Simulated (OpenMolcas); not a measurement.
# Au⁶⁺ among point charges: CASSCF and CASPT2 levels and susceptibility

Aim: the splitting of the states of Au⁶⁺ in the field of 6 point charges, its lowest levels with spin-orbit coupling and its magnetic susceptibility.

The numbers are computed with OpenMolcas 26.06 (state-averaged CASSCF and CASPT2, spin-orbit coupling by RASSI with atomic mean-field integrals), except any that are marked as measured or tabulated.

### 1 Starting point

* Species: Au⁶⁺ (gold, Z = 79, 73 electrons)
* Basis: ANO-RCC-VDZP [7s6p4d2f], 59 functions
* Scalar Hamiltonian: DKH2, point nucleus
* Inactive shells: 1s 2s 2p 3s 3p 3d 4s 4p 4d 4f 5s 5p
* Active space: 5 electrons in 5 orbitals (5d)
* Some configurations of this space: 5d5
* Orbitals: optimised for each spin and parity, averaged over all roots

The outer shells:

5d5
```
5d [↑ ][↑ ][↑ ][↑ ][↑ ]
```

The ion sits among 6 point charges of -1 e arranged as an octahedron (Oh), 2.01 Å from the ion.

The work runs as a chain of OpenMolcas steps in one folder; each step below is one input file. Labels, J, g values, rates, χT and fits are worked out afterwards by a script from the matrices that RASSI stores. The input lists half of the charges; inversion (Group=XYZ) makes the rest.

### 2 One- and two-electron integrals

Contents of a.inp:

```
&GATEWAY
Coord
1

Au 0.0 0.0 0.0
Basis=ANO-RCC-VDZP
Group=XYZ
NoMove
AngMom=0.0 0.0 0.0
AMFI
XField
3 Angstrom 0
2.010000 0.000000 0.000000 -1.000000
0.000000 2.010000 0.000000 -1.000000
0.000000 0.000000 2.010000 -1.000000
&SEWARD
```

Command:

```sh
$ OMP_NUM_THREADS=1 MOLCAS_MEM=1689 MOLCAS_PROJECT=a pymolcas a.inp > a.log
```

### 3 Reference wave functions, sextets of even parity, 1 root

Contents of a.inp:

```
&RASSCF
FileOrb=start.orb
Symmetry=1
Spin=6
nActEl=5 0 0
Inactive=15 19
Ras2=5 0
CIRoot=1 1 1
SDav=1
CIMx=300
Iter=120 100
PrWF=0.3
OrbListing=Nothing
MaxOrb=0
>>> COPY $Project.JobIph JOB001
```

start.orb holds the contracted functions of the basis, ordered by shell, or the orbitals of the step before.

### 4 Reference wave functions, quartets of even parity, 24 roots

Contents of a.inp:

```
&RASSCF
FileOrb=start.orb
Symmetry=1
Spin=4
nActEl=5 0 0
Inactive=15 19
Ras2=5 0
CIRoot=24 24 1
SDav=24
CIMx=300
Iter=120 100
PrWF=0.3
OrbListing=Nothing
MaxOrb=0
>>> COPY $Project.JobIph JOB002
```

### 5 CASSCF: doublets of even parity, 75 roots

Contents of a.inp:

```
&RASSCF
FileOrb=start.orb
Symmetry=1
Spin=2
nActEl=5 0 0
Inactive=15 19
Ras2=5 0
CIRoot=75 75 1
SDav=75
CIMx=300
Iter=120 100
PrWF=0.3
OrbListing=Nothing
MaxOrb=0
>>> COPY $Project.JobIph JOB003
```

### 6 State interaction with spin-orbit coupling

Contents of a.inp:

```
&RASSI
NrOfJobIphs=3 1 24 75
1
1 2 3 4 5 6 7 8 9 10 11 12 13 14 15 16 17 18 19 20 21 22 23 24
1 2 3 4 5 6 7 8 9 10 11 12 13 14 15 16 17 18 19 20 21 22 23 24 25 26 27
28 29 30 31 32 33 34 35 36 37 38 39 40 41 42 43 44 45 46 47 48 49 50 51
52 53 54 55 56 57 58 59 60 61 62 63 64 65 66 67 68 69 70 71 72 73 74 75
IphNames
JOB001
JOB002
JOB003
EJob
SpinOrbit
DIPRint=1.0
SOCoupling=1000.0
Subsets=2
Property=9
'ANGMOM' 1 'ANGMOM' 2 'ANGMOM' 3 'MLTPL  1' 1 'MLTPL  1' 2 'MLTPL  1' 3
'AMFI' 1 'AMFI' 2 'AMFI' 3
SOProperty=3
'ANGMOM' 1 'ANGMOM' 2 'ANGMOM' 3
```

### 7 CASPT2: IPEA 0.25, imaginary shift 0.1 (closed shells correlated: 5s 5p)

Contents of a.inp:

```
>>> COPY JOB001 $Project.JobIph
&CASPT2
Multistate=1 1
Frozen=14 16
IPEA=0.25
Imaginary=0.1
MaxIter=60
WThr=0.0 0.3 0.05
PrWF=0.5
NoMix
>>> COPY JOB002 $Project.JobIph
&CASPT2
Multistate=24 1 2 3 4 5 6 7 8 9 10 11 12 13 14 15 16 17 18 19 20 21 22
23 24
NoMult
Frozen=14 16
IPEA=0.25
Imaginary=0.1
MaxIter=60
WThr=0.0 0.3 0.05
PrWF=0.5
NoMix
>>> COPY JOB003 $Project.JobIph
&CASPT2
Multistate=75 1 2 3 4 5 6 7 8 9 10 11 12 13 14 15 16 17 18 19 20 21 22
23 24 25 26 27 28 29 30 31 32 33 34 35 36 37 38 39 40 41 42 43 44 45 46
47 48 49 50 51 52 53 54 55 56 57 58 59 60 61 62 63 64 65 66 67 68 69 70
71 72 73 74 75
NoMult
Frozen=14 16
IPEA=0.25
Imaginary=0.1
MaxIter=60
WThr=0.0 0.3 0.05
PrWF=0.5
NoMix
```

(Steps that only read results are left out.)

**Question.** What will these runs give? Wanted: spin-free ground state; lowest level; next level.

The runs gave:

| quantity | value |
| --- | --- |
| method | SS-CASPT2, IPEA 0.25, imaginary shift 0.1 (closed shells correlated: 5s 5p) |
| spin-free ground state | 6A1, 1-fold in its orbital part |
| lowest level | 2-fold Γ7, g = 3.13, 3.13, 3.13 |
| next level | 122.4 cm⁻¹ |
| χT at 300 K | 3.82 cm³ K/mol |
| effective moment at 300 K | 5.52 μB |

Cost by method:

```
                                              method  time of its own steps  time with the reference
                                           A. CASSCF                   21 s                     21 s
B. SS-CASPT2, IPEA 0.25, imaginary shift 0.1, +5s 5p                  6.5 s                     27 s
```

Times are of one thread on a shared host.

What this shows: The spin-free ground state (6A1) comes to 100 % from free-ion S terms and keeps the highest spin of the shell. χT at 300 K is 3.82, against 4.39 cm³ K/mol for the spin alone, so spin-orbit coupling lowers it. An active space of the d shell alone favours high spin; real ions in strong fields can be low spin. A ligand-field fit to the states below 45000 cm-1 gives 10Dq = 1809 cm-1, B = 845 cm-1 and C = 4378 cm-1 (C/B = 5.18), with a deviation of 288 cm-1. CASPT2 does not keep the components of a term degenerate, and the means are used. The field of point charges can differ much from that of real complexes. With metal d orbitals alone active, the gaps between spin states are rough; where two lie within a few thousand cm-1, their order is open. This is an electrostatic model: the charges have no orbitals.
